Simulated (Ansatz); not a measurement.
**CH₅NOSi: small, medium and large basis sets**

The task here is to estimate one member of a computed series from the others.

Computed with Ansatz 0.2.0, Gaussian basis. Level: one geometry, several basis sets.

The runs, in order: PBE0-D4/def2-SVP; ωB97M-V/def2-SVP; PBE0-D4/def2-QZVPP; ωB97M-V/def2-QZVPP; the functionals' def2-TZVPP values are taken from earlier runs.

## The geometry

The geometry comes from an earlier relaxation with PBE0-D4 in a triple-zeta def2 set; it is a stationary point, not always the lowest conformer.

SMILES `N=C(O)[SiH3]`, 9 atoms, charge 0, spin multiplicity 1.

Atoms are counted from 1 here; the program's logs count them from 0.

Bond lengths: N1–C2 1.265 Å, N1–H5 1.015 Å, C2–O3 1.347 Å, C2–Si4 1.901 Å, O3–H6 0.970 Å, Si4–H7 1.484 Å, Si4–H8 1.483 Å, Si4–H9 1.483 Å. Angles: C2–N1–H5 111.9°, N1–C2–O3 119.5°, N1–C2–Si4 127.8°, O3–C2–Si4 112.8°, C2–O3–H6 106.7°, C2–Si4–H7 106.7°, C2–Si4–H8 109.8°, C2–Si4–H9 109.9°, H7–Si4–H8 110.3°, H7–Si4–H9 110.3°, H8–Si4–H9 109.8°.

The first run:

Input file in.yaml:

```yaml
crystal:
  periodic: [false, false, false]
  atoms:
    - {symbol: N, position_ang: [0.551205, 1.216412, -1.085435]}
    - {symbol: C, position_ang: [0.457253, 0.489156, -0.054702]}
    - {symbol: O, position_ang: [1.285905, 0.703265, 0.985042]}
    - {symbol: Si, position_ang: [-0.752500, -0.944990, 0.251778]}
    - {symbol: H, position_ang: [-0.125657, 0.956090, -1.795603]}
    - {symbol: H, position_ang: [1.859618, 1.445138, 0.735391]}
    - {symbol: H, position_ang: [-1.602204, -1.052761, -0.960222]}
    - {symbol: H, position_ang: [0.002638, -2.204001, 0.464106]}
    - {symbol: H, position_ang: [-1.587758, -0.654510, 1.442645]}
basis:
  gaussian: {orbitals: def2-SVP}
hamiltonian: {xc: pbe0, dispersion: d4}
output: {orbitals: {seedname: orbitals}}
```

Started as:

```console
ansatz run in.yaml --threads 2 --pin off --events-out ev --progress --plain --max-ram 4352MiB
```

Steps of the session up to this table: PBE0-D4 in def2-SVP; ωB97M-V in def2-SVP; PBE0-D4 in def2-QZVPP; ωB97M-V in def2-QZVPP.

One of the session's tables, all rows but one given; the rest of the session is left out.

It belongs to the step «Density functionals: the series». 

| functional | basis | HOMO (eV) | LUMO (eV) |
| --- | --- | --- | --- |
| PBE0-D4 | def2-SVP | -7.65 | -0.15 |
| PBE0-D4 | def2-TZVPP | -7.87 | -0.41 |
| PBE0-D4 | def2-QZVPP | -7.92 | -0.48 |
| ωB97M-V | def2-SVP | ? | ? |
| ωB97M-V | def2-TZVPP | -10.21 | 1.74 |
| ωB97M-V | def2-QZVPP | -10.26 | 1.60 |

Q: Estimate the row for ωB97M-V, def2-SVP from the others.

The run gave: HOMO (eV): -9.96; LUMO (eV): 2.06. In the column «HOMO (eV)» it lies between ωB97M-V, def2-TZVPP (-10.21) and PBE0-D4, def2-QZVPP (-7.92).
